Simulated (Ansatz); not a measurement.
# LiSi16: the cost of one run

All numbers below are computed with Ansatz 0.2.0 (DFT PBE+D3(BJ), plane waves, PAW, scalar-relativistic, no spin polarisation).

## Step 1: The system as given

The cell holds 17 atoms (LiSi16): a = 7.679 Å, b = 7.679 Å, c = 7.679 Å, α = 60.00°, β = 60.00°, γ = 60.00°.

The coordinates stand in the first input below.

## Step 2: Preparing the start

Input file input.yaml:

```yaml
accuracy: low
crystal:
  lattice:
    - [0.0, 5.43, 5.43]
    - [5.43, 0.0, 5.43]
    - [5.43, 5.43, 0.0]
  atoms:
    - { symbol: Si, position: [0.0, 0.0, 0.0] }
    - { symbol: Si, position: [0.125, 0.125, 0.125] }
    - { symbol: Si, position: [0.0, 0.0, 0.5] }
    - { symbol: Si, position: [0.125, 0.125, 0.625] }
    - { symbol: Si, position: [0.0, 0.5, 0.0] }
    - { symbol: Si, position: [0.125, 0.625, 0.125] }
    - { symbol: Si, position: [0.0, 0.5, 0.5] }
    - { symbol: Si, position: [0.125, 0.625, 0.625] }
    - { symbol: Si, position: [0.5, 0.0, 0.0] }
    - { symbol: Si, position: [0.625, 0.125, 0.125] }
    - { symbol: Si, position: [0.5, 0.0, 0.5] }
    - { symbol: Si, position: [0.625, 0.125, 0.625] }
    - { symbol: Si, position: [0.5, 0.5, 0.0] }
    - { symbol: Si, position: [0.625, 0.625, 0.125] }
    - { symbol: Si, position: [0.5, 0.5, 0.5] }
    - { symbol: Si, position: [0.625, 0.625, 0.625] }
    - { symbol: Li, position: [0.263631, 0.7501222, 0.7421429] }
total_charge: 1
basis:
  ecutwfc: 420.0
kpoints:
  mp_grid: { grid: [2, 2, 2] }
hamiltonian:
  xc: pbe
  dispersion: d3bj
  pseudopotentials: { kind: paw, azcp: { folder: soft_1 } }
scf:
  occupations: { method: fermi_dirac, width: 0.05 }
  lower_state_search: "off"
relax:
  f_tol: 0.08
  max_steps: 25
  adjacent_minimum: "off"
output:
  write_density: true
  write_potential: true
  elf: true
  volumetric_format: npy
```

Started as:

```bash
> ansatz run input.yaml --threads 1 --pin off --max-ram 3072MiB --backend cpu --events-out ev --progress --plain --runs-dir out
```

Q: Estimate wall time and peak memory on 1 thread of Arm Neoverse V2, shared host.

About 18 s, with a peak of 0.52 GiB.
